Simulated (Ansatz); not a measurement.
# ClFH4Sn: the cost of one run

Program: Ansatz 0.2.0. Level of theory: RHF/def2-SVP. These are calculated values, not measurements.

### 1 The structure to begin with

Bond lengths: Sn1–Cl2 2.760 Å, Sn1–H3 1.740 Å, Sn1–H4 1.739 Å, Sn1–H5 1.739 Å, Sn1–F6 2.170 Å. Angles: Cl2–Sn1–H3 109.4°, Cl2–Sn1–H4 109.5°, Cl2–Sn1–H5 109.5°, Cl2–Sn1–F6 71.6°, H3–Sn1–H4 109.5°, H3–Sn1–H5 109.5°, H3–Sn1–F6 178.9°, H4–Sn1–H5 109.5°, H4–Sn1–F6 70.0°, H5–Sn1–F6 70.0°.

As a file:

```xyz
7

Sn    0.0000    0.0000    0.0000
Cl    0.0000    0.0000    2.7600
H     1.6408    0.0000   -0.5794
H    -0.8195    1.4198   -0.5794
H    -0.8195   -1.4198   -0.5794
F    -2.0593    0.0000    0.6842
H    -1.5155    0.0000    1.8676
```

### 2 A restrained relaxation towards end A

Springs on the bonds that form and break draw the guess towards this end; the thresholds are loose.

Input file input.yaml:

```yaml
crystal:
  periodic: [false, false, false]
  atoms:
    - { symbol: Sn, position_ang: [0.0, 0.0, 0.0] }
    - { symbol: Cl, position_ang: [0.0, 0.0, 2.76] }
    - { symbol: H, position_ang: [1.6408, 0.0, -0.5794] }
    - { symbol: H, position_ang: [-0.8195, 1.4198, -0.5794] }
    - { symbol: H, position_ang: [-0.8195, -1.4198, -0.5794] }
    - { symbol: F, position_ang: [-2.0593, 0.0, 0.6842] }
    - { symbol: H, position_ang: [-1.5155, 0.0, 1.8676] }
basis:
  gaussian: { orbitals: def2-SVP }
hamiltonian:
  xc: hf
relax:
  f_tol: 0.15
  max_steps: 25
  restrain:
    - { distance: [0, 5], at: 3.07, k: 30.0 }
    - { distance: [6, 1], at: 2.57, k: 30.0 }
    - { distance: [0, 1], at: 2.41, k: 30.0 }
    - { distance: [6, 5], at: 0.92, k: 30.0 }
output:
  orbitals: {}
```

Launch:

```sh
$ ansatz run input.yaml --threads 1 --pin off --max-ram 2048MiB --backend cpu --events-out ev --progress --plain --runs-dir out
```

What time and memory should one allow on 1 thread of Intel Xeon Platinum 8375C at 2.90GHz (Ice Lake), shared host?

About 22 s, with a peak of 0.17 GiB.
